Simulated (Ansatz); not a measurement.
# GeH8N2Si: two geometries relaxed

Are the two ends of the inversion of the pyramid at N1 separate minima, and which lies lower? Each is relaxed from a guess. SMILES of the start: N[SiH](N)[GeH3].

All numbers below are computed with Ansatz 0.2.0 (RKS B3LYP-D4/def2-SVP).

## (1) The starting structure

Bond lengths: N1–Si2 1.722 Å, Si2–N3 1.791 Å, Si2–Ge4 2.344 Å, N1–H5 1.070 Å, N1–H6 1.085 Å, Si2–H7 1.496 Å, N3–H8 1.089 Å, N3–H9 0.983 Å, Ge4–H10 1.496 Å, Ge4–H11 1.603 Å, Ge4–H12 1.523 Å. Angles (14 of 18 angles, heavy atoms first): N1–Si2–N3 109.0°, N1–Si2–Ge4 109.8°, N3–Si2–Ge4 110.6°, N1–Si2–H7 110.0°, N3–Si2–H7 110.5°, Ge4–Si2–H7 107.0°, Si2–N1–H5 110.2°, Si2–N1–H6 109.9°, Si2–N3–H8 103.1°, Si2–N3–H9 109.2°, Si2–Ge4–H10 109.1°, Si2–Ge4–H11 104.9°, Si2–Ge4–H12 109.0°, H5–N1–H6 104.5°.

Coordinates:

```xyz
12

N    -1.0703    1.5711   -0.1830
Si    0.1063    0.5046    0.4838
N    -0.7084   -0.6415    1.5934
Ge    1.1984   -0.6513   -1.2377
H    -1.8344    1.0128   -0.6819
H    -1.5912    2.0913    0.6142
H     1.1506    1.2881    1.2152
H     0.1081   -1.2774    1.9338
H    -1.3373   -1.1955    1.0806
H     1.8093    0.3374   -2.1801
H     0.0412   -1.4780   -1.9777
H     2.2048   -1.6168   -0.6266
```

## (2) Relaxing end A

Input file input.yaml:

```yaml
crystal:
  periodic: [false, false, false]
  atoms:
    - { symbol: "N", position_ang: [-1.0703, 1.5711, -0.183] }
    - { symbol: Si, position_ang: [0.1063, 0.5046, 0.4838] }
    - { symbol: "N", position_ang: [-0.7084, -0.6415, 1.5934] }
    - { symbol: Ge, position_ang: [1.1984, -0.6513, -1.2377] }
    - { symbol: H, position_ang: [-1.8344, 1.0128, -0.6819] }
    - { symbol: H, position_ang: [-1.5912, 2.0913, 0.6142] }
    - { symbol: H, position_ang: [1.1506, 1.2881, 1.2152] }
    - { symbol: H, position_ang: [0.1081, -1.2774, 1.9338] }
    - { symbol: H, position_ang: [-1.3373, -1.1955, 1.0806] }
    - { symbol: H, position_ang: [1.8093, 0.3374, -2.1801] }
    - { symbol: H, position_ang: [0.0412, -1.478, -1.9777] }
    - { symbol: H, position_ang: [2.2048, -1.6168, -0.6266] }
basis:
  gaussian: { orbitals: def2-SVP }
hamiltonian:
  xc: b3lyp
  dispersion: d4
relax:
  f_tol: 0.015
  max_steps: 40
```

Run with:

```bash
ansatz run input.yaml --threads 2 --pin off --max-ram 3072MiB --backend cpu --events-out ev --progress --plain --runs-dir out
```

The log of the run, cut to the lines that bear on the results:

```text
Warning: RAYON_NUM_THREADS=2 ignored (pool sized by the plan → 2); use --threads N
[...]
Functional definition: B3LYP
[...]
1276 factors; integrals over basis functions are off by at most 3.2e-4 eV
[...]
mean field -67496.94736077 eV, -2480.4670644341 hartree, gradient 4.8e-5 eV, S^2 0.000000; 0 other end points of the search recorded, 0 dependent functions left out
[...]
reference -67496.94764832 eV, -2480.4670750015 hartree; 34, 34 occupied and 84, 84 virtual orbitals, 1276 factors
relax step   1: F+E_penalty+E_count = -67497.36397801 eV  Δ(F+E_penalty+E_count) = +0.000e0 eV  max|allowed force component| = 3.831e0 eV/Å  Δτ_max = 0.0000 Å  (26 SCF iters, accepted)
[...]
relax step   6: F+E_penalty+E_count = -67497.95484423 eV  Δ(F+E_penalty+E_count) = -4.431e-3 eV  max|allowed force component| = 2.204e-1 eV/Å  Δτ_max = 0.0516 Å  (24 SCF iters, accepted)
[...]
relax step  11: F+E_penalty+E_count = -67497.95828240 eV  Δ(F+E_penalty+E_count) = -1.062e-4 eV  max|allowed force component| = 3.793e-2 eV/Å  Δτ_max = 0.0098 Å  (23 SCF iters, accepted)
[...]
relax step  16: F+E_penalty+E_count = -67497.95908015 eV  Δ(F+E_penalty+E_count) = -2.089e-4 eV  max|allowed force component| = 1.242e-1 eV/Å  Δτ_max = 0.0202 Å  (25 SCF iters, accepted)
[...]
relax step  19: F+E_penalty+E_count = -67497.96038826 eV  Δ(F+E_penalty+E_count) = -2.820e-4 eV  max|allowed force component| = 3.952e-1 eV/Å  Δτ_max = 0.0633 Å  (25 SCF iters, accepted)
relax step  20: F+E_penalty+E_count = -67497.97056811 eV  Δ(F+E_penalty+E_count) = -1.018e-2 eV  max|allowed force component| = 2.329e-1 eV/Å  Δτ_max = 0.1500 Å  (27 SCF iters, accepted)
```

## (3) The log goes on: end point A relaxed

Output, continued:

```text
relax step  21: F+E_penalty+E_count = -67497.93938587 eV  Δ(F+E_penalty+E_count) = +3.118e-2 eV  max|allowed force component| = 5.670e-1 eV/Å  Δτ_max = 0.1379 Å  (28 SCF iters, rejected (line search))
relax step  22: F+E_penalty+E_count = -67497.97584370 eV  Δ(F+E_penalty+E_count) = -5.276e-3 eV  max|allowed force component| = 1.007e-1 eV/Å  Δτ_max = 0.0689 Å  (24 SCF iters, accepted)
relax step  23: F+E_penalty+E_count = -67497.97646754 eV  Δ(F+E_penalty+E_count) = -6.238e-4 eV  max|allowed force component| = 1.018e-1 eV/Å  Δτ_max = 0.0560 Å  (24 SCF iters, accepted)
relax step  24: F+E_penalty+E_count = -67497.97822404 eV  Δ(F+E_penalty+E_count) = -1.757e-3 eV  max|allowed force component| = 1.453e-1 eV/Å  Δτ_max = 0.0389 Å  (24 SCF iters, accepted)
[...]
the calculation of the forces begins
reference -67497.57295818 eV, -2480.4900547151 hartree; 34, 34 occupied and 84, 84 virtual orbitals, 1276 factors
relax step  25: F+E_penalty+E_count = -67497.98011963 eV  Δ(F+E_penalty+E_count) = -1.896e-3 eV  max|allowed force component| = 2.654e-2 eV/Å  Δτ_max = 0.0603 Å  (24 SCF iters, accepted)
these checks for a lower state are left out or cut short: starts, cluster_reference, orbital_swaps, neighbouring_geometries, increment
1276 factors; integrals over basis functions are off by at most 3.5e-4 eV
mean field -67497.57377547 eV, -2480.4900847498 hartree, gradient 4.6e-5 eV, S^2 0.000000; 0 other end points of the search recorded, 0 dependent functions left out
the calculation of the forces begins
reference -67497.57408020 eV, -2480.4900959485 hartree; 34, 34 occupied and 84, 84 virtual orbitals, 1276 factors
relax step  26: F+E_penalty+E_count = -67497.98116146 eV  Δ(F+E_penalty+E_count) = -1.042e-3 eV  max|allowed force component| = 5.113e-2 eV/Å  Δτ_max = 0.0740 Å  (24 SCF iters, accepted)
these checks for a lower state are left out or cut short: starts, cluster_reference, orbital_swaps, neighbouring_geometries, increment
1276 factors; integrals over basis functions are off by at most 3.4e-4 eV
mean field evaluation 160: about -67497.5742 eV, gradient 4.2e-5 eV
mean field -67497.57419381 eV, -2480.4901001236 hartree, gradient 4.2e-5 eV, S^2 0.000000; 0 other end points of the search recorded, 0 dependent functions left out
the calculation of the forces begins
reference -67497.57449874 eV, -2480.4901113295 hartree; 34, 34 occupied and 84, 84 virtual orbitals, 1276 factors
relax step  27: F+E_penalty+E_count = -67497.98163878 eV  Δ(F+E_penalty+E_count) = -4.773e-4 eV  max|allowed force component| = 4.198e-2 eV/Å  Δτ_max = 0.0448 Å  (24 SCF iters, accepted)
these checks for a lower state are left out or cut short: starts, cluster_reference, orbital_swaps, neighbouring_geometries, increment
1276 factors; integrals over basis functions are off by at most 3.4e-4 eV
mean field -67497.57460026 eV, -2480.4901150602 hartree, gradient 4.0e-5 eV, S^2 0.000000; 0 other end points of the search recorded, 0 dependent functions left out
the calculation of the forces begins
reference -67497.57490544 eV, -2480.4901262755 hartree; 34, 34 occupied and 84, 84 virtual orbitals, 1276 factors
relax step  28: F+E_penalty+E_count = -67497.98205473 eV  Δ(F+E_penalty+E_count) = -4.160e-4 eV  max|allowed force component| = 4.278e-2 eV/Å  Δτ_max = 0.0374 Å  (24 SCF iters, accepted)
these checks for a lower state are left out or cut short: starts, cluster_reference, orbital_swaps, neighbouring_geometries, increment
1276 factors; integrals over basis functions are off by at most 3.3e-4 eV
mean field -67497.57457401 eV, -2480.4901140958 hartree, gradient 4.0e-5 eV, S^2 0.000000; 0 other end points of the search recorded, 0 dependent functions left out
the calculation of the forces begins
reference -67497.57487922 eV, -2480.4901253120 hartree; 34, 34 occupied and 84, 84 virtual orbitals, 1276 factors
relax step  29: F+E_penalty+E_count = -67497.98225618 eV  Δ(F+E_penalty+E_count) = -2.014e-4 eV  max|allowed force component| = 2.352e-2 eV/Å  Δτ_max = 0.0408 Å  (24 SCF iters, accepted)
these checks for a lower state are left out or cut short: starts, cluster_reference, orbital_swaps, neighbouring_geometries, increment
1276 factors; integrals over basis functions are off by at most 3.3e-4 eV
mean field -67497.57474683 eV, -2480.4901204467 hartree, gradient 1.4e-5 eV, S^2 0.000000; 0 other end points of the search recorded, 0 dependent functions left out
the calculation of the forces begins
reference -67497.57505213 eV, -2480.4901316664 hartree; 34, 34 occupied and 84, 84 virtual orbitals, 1276 factors
relax step  30: F+E_penalty+E_count = -67497.98244170 eV  Δ(F+E_penalty+E_count) = -1.855e-4 eV  max|allowed force component| = 1.523e-2 eV/Å  Δτ_max = 0.0132 Å  (22 SCF iters, accepted)
these checks for a lower state are left out or cut short: starts, cluster_reference, orbital_swaps, neighbouring_geometries, increment
1276 factors; integrals over basis functions are off by at most 3.3e-4 eV
mean field -67497.57477491 eV, -2480.4901214786 hartree, gradient 8.1e-5 eV, S^2 0.000000; 0 other end points of the search recorded, 0 dependent functions left out
the calculation of the forces begins
reference -67497.57508023 eV, -2480.4901326989 hartree; 34, 34 occupied and 84, 84 virtual orbitals, 1276 factors
relax step  31: F+E_penalty+E_count = -67497.98247172 eV  Δ(F+E_penalty+E_count) = -3.002e-5 eV  max|allowed force component| = 1.025e-2 eV/Å  Δτ_max = 0.0049 Å  (19 SCF iters, accepted)
1276 factors; integrals over basis functions are off by at most 3.3e-4 eV
mean field evaluation 192: about -67497.5748 eV, gradient 2.3e-2 eV
mean field -67497.57477491 eV, -2480.4901214787 hartree, gradient 8.1e-5 eV, S^2 0.000000; 1 other end points of the search recorded, 0 dependent functions left out
the calculation of the forces begins
reference -67497.57508023 eV, -2480.4901326989 hartree; 34, 34 occupied and 84, 84 virtual orbitals, 1276 factors
Total energy: -67497.98277704 eV, -2480.5051152803 hartree
Atom 0 at    -1.209246     1.353028    -0.116516 Å, force    -0.009412     0.010246     0.002883 eV/Å
Atom 1 at     0.058777     0.379643     0.546840 Å, force    -0.000413    -0.004680    -0.000116 eV/Å
Atom 2 at    -0.659829    -0.712130     1.682746 Å, force     0.001711    -0.000423     0.005186 eV/Å
Atom 3 at     1.102522    -0.654557    -1.356222 Å, force     0.000337    -0.000472    -0.002871 eV/Å
Atom 4 at    -1.089113     1.836361    -1.000716 Å, force     0.006113    -0.004074    -0.005116 eV/Å
Atom 5 at    -1.830476     1.866013     0.503741 Å, force     0.001428    -0.005093     0.001809 eV/Å
Atom 6 at     1.122517     1.071452     1.347333 Å, force     0.000082    -0.001005    -0.001289 eV/Å
Atom 7 at    -0.120362    -1.050277     2.472904 Å, force    -0.001182    -0.000215    -0.000267 eV/Å
Atom 8 at    -1.350049    -1.394677     1.384458 Å, force     0.000287     0.001939    -0.002262 eV/Å
Atom 9 at     1.495544     0.354327    -2.465541 Å, force     0.003062    -0.001824     0.001060 eV/Å
Atom 10 at     0.163810    -1.696380    -2.013056 Å, force    -0.002235     0.001233     0.002484 eV/Å
Atom 11 at     2.393006    -1.408003    -0.951972 Å, force     0.000221     0.004369    -0.001501 eV/Å
Dipole moment:    -0.238887     0.078942     0.213071 e Å
```

Wall time 2 min (2 threads of Intel Xeon Platinum 8559C (Emerald Rapids), shared host); peak memory 0.32 GiB.

Relaxation path, one in 2:

| step | energy from step 1 (eV) | largest force component (eV/Å) |
| --- | --- | --- |
| 1 | 0.0000 | 3.8312 |
| 3 | -0.5170 | 0.5043 |
| 5 | -0.5864 | 0.2343 |
| 7 | -0.5931 | 0.0502 |
| 9 | -0.5940 | 0.0140 |
| 11 | -0.5943 | 0.0379 |
| 13 | -0.5946 | 0.0540 |
| 15 | -0.5949 | 0.1245 |
| 17x | -0.5948 | 0.4596 |
| 19 | -0.5964 | 0.3952 |
| 21x | -0.5754 | 0.5670 |
| 23 | -0.6125 | 0.1018 |
| 25 | -0.6161 | 0.0265 |
| 27 | -0.6177 | 0.0420 |
| 29 | -0.6183 | 0.0235 |
| 31 | -0.6185 | 0.0102 |

Step 1 is the start. 3 steps were tried and not accepted (marked x).

After: Bond lengths: N1–Si2 1.731 Å, Si2–N3 1.732 Å, Si2–Ge4 2.404 Å, N1–H5 1.015 Å, N1–H6 1.017 Å, Si2–H7 1.500 Å, N3–H8 1.015 Å, N3–H9 1.016 Å, Ge4–H10 1.550 Å, Ge4–H11 1.549 Å, Ge4–H12 1.548 Å. Angles (14 of 18 angles, heavy atoms first): N1–Si2–N3 107.6°, N1–Si2–Ge4 104.9°, N3–Si2–Ge4 115.4°, N1–Si2–H7 117.7°, N3–Si2–H7 103.6°, Ge4–Si2–H7 108.2°, Si2–N1–H5 121.0°, Si2–N1–H6 119.8°, Si2–N3–H8 120.0°, Si2–N3–H9 120.9°, Si2–Ge4–H10 113.4°, Si2–Ge4–H11 111.2°, Si2–Ge4–H12 111.4°, H5–N1–H6 111.3°.

## (4) End point B

The second end starts from a geometry with the move made by hand.

Edit input.yaml of step 2 so:

```diff
@@ -7,4 +7,4 @@
     - { symbol: Ge, position_ang: [1.1984, -0.6513, -1.2377] }
-    - { symbol: H, position_ang: [-1.8344, 1.0128, -0.6819] }
-    - { symbol: H, position_ang: [-1.5912, 2.0913, 0.6142] }
+    - { symbol: H, position_ang: [-1.07567, 1.49464, -1.25004] }
+    - { symbol: H, position_ang: [-0.78928, 2.60057, 0.01372] }
     - { symbol: H, position_ang: [1.1506, 1.2881, 1.2152] }
@@ -23 +23,3 @@
   max_steps: 40
+output:
+  orbitals: {}
```

Run with:

```bash
ansatz run input.yaml --threads 2 --pin off --max-ram 3072MiB --backend cpu --events-out ev --progress --plain --runs-dir out
```

The log of the run, cut to the lines that bear on the results:

```text
Warning: RAYON_NUM_THREADS=2 ignored (pool sized by the plan → 2); use --threads N
[...]
Functional definition: B3LYP
[...]
1276 factors; integrals over basis functions are off by at most 2.4e-4 eV
[...]
mean field -67496.88006744 eV, -2480.4645914501 hartree, gradient 1.7e-5 eV, S^2 0.000000; 0 other end points of the search recorded, 0 dependent functions left out
[...]
reference -67496.88035543 eV, -2480.4646020333 hartree; 34, 34 occupied and 84, 84 virtual orbitals, 1276 factors
relax step   1: F+E_penalty+E_count = -67497.29616361 eV  Δ(F+E_penalty+E_count) = +0.000e0 eV  max|allowed force component| = 3.820e0 eV/Å  Δτ_max = 0.0000 Å  (27 SCF iters, accepted)
[...]
relax step   5: F+E_penalty+E_count = -67497.92979804 eV  Δ(F+E_penalty+E_count) = -5.780e-2 eV  max|allowed force component| = 2.278e-1 eV/Å  Δτ_max = 0.2000 Å  (27 SCF iters, accepted)
[...]
Atom 2 at    -0.692928    -0.521742     1.554454 Å, force     0.000330     0.003330    -0.003231 eV/Å
Atom 3 at     1.224081    -0.713033    -1.384741 Å, force     0.005863    -0.005090    -0.007611 eV/Å
Atom 4 at    -0.690350     2.012584    -1.176080 Å, force     0.003173     0.002248    -0.009296 eV/Å
Atom 5 at    -1.505749     2.145474     0.284560 Å, force    -0.007031     0.007907     0.004936 eV/Å
Atom 6 at     1.294187     1.047385     1.295407 Å, force    -0.004543    -0.004927    -0.000596 eV/Å
Atom 7 at    -0.239361    -0.904201     2.377644 Å, force     0.000535    -0.000439    -0.001880 eV/Å
Atom 8 at    -1.438781    -1.127171     1.225142 Å, force     0.000901    -0.000138     0.002021 eV/Å
Atom 9 at     1.790992     0.227354    -2.480309 Å, force    -0.007233    -0.013258     0.010421 eV/Å
Atom 10 at     0.206959    -1.651977    -2.080894 Å, force     0.012185     0.009346     0.004102 eV/Å
Atom 11 at     2.397224    -1.601277    -0.901212 Å, force    -0.011287     0.009177    -0.006768 eV/Å
Dipole moment:    -0.240528     0.107962     0.199260 e Å
```

Run time: 54 s. Hardware: 2 threads of Intel Xeon Platinum 8559C (Emerald Rapids), shared host; peak memory 0.33 GiB.

The steps of the relaxation:

| step | energy from step 1 (eV) | largest force component (eV/Å) |
| --- | --- | --- |
| 1 | 0.0000 | 3.8204 |
| 2 | -0.4497 | 1.2749 |
| 3 | -0.4996 | 1.1604 |
| 4 | -0.5758 | 0.3110 |
| 5 | -0.6336 | 0.2278 |
| 6 | -0.6623 | 0.2336 |
| 7 | -0.6777 | 0.1724 |
| 8x | -0.6667 | 0.2144 |
| 9 | -0.6785 | 0.2360 |
| 10x | -0.6615 | 0.4044 |
| 11 | -0.6850 | 0.0253 |
| 12 | -0.6855 | 0.0562 |
| 13 | -0.6858 | 0.0534 |
| 14 | -0.6861 | 0.0187 |
| 15 | -0.6862 | 0.0319 |
| 16 | -0.6863 | 0.0133 |

Step 1 is the start. 2 steps were tried and not accepted (marked x).

After: Bond lengths: N1–Si2 1.731 Å, Si2–N3 1.732 Å, Si2–Ge4 2.404 Å, N1–H5 1.015 Å, N1–H6 1.016 Å, Si2–H7 1.501 Å, N3–H8 1.015 Å, N3–H9 1.016 Å, Ge4–H10 1.551 Å, Ge4–H11 1.549 Å, Ge4–H12 1.549 Å. Angles (14 of 18 angles, heavy atoms first): N1–Si2–N3 107.5°, N1–Si2–Ge4 104.9°, N3–Si2–Ge4 115.4°, N1–Si2–H7 117.7°, N3–Si2–H7 103.7°, Ge4–Si2–H7 108.2°, Si2–N1–H5 121.0°, Si2–N1–H6 119.8°, Si2–N3–H8 120.1°, Si2–N3–H9 120.8°, Si2–Ge4–H10 113.4°, Si2–Ge4–H11 111.1°, Si2–Ge4–H12 111.4°, H5–N1–H6 111.4°.

## (5) Outcome

```
                           quantity                     value
                              end A  27 moves, 0.618 eV lower
                              end B  13 moves, 0.686 eV lower
largest difference between the ends                    0.01 Å
            end B relative to end A                 +0.000 eV
```

What this shows: Both starts fell into the same minimum (no atom differs by more than 0.01 Å), so from this start no second minimum was found and no band was run; another arrangement could still be one.
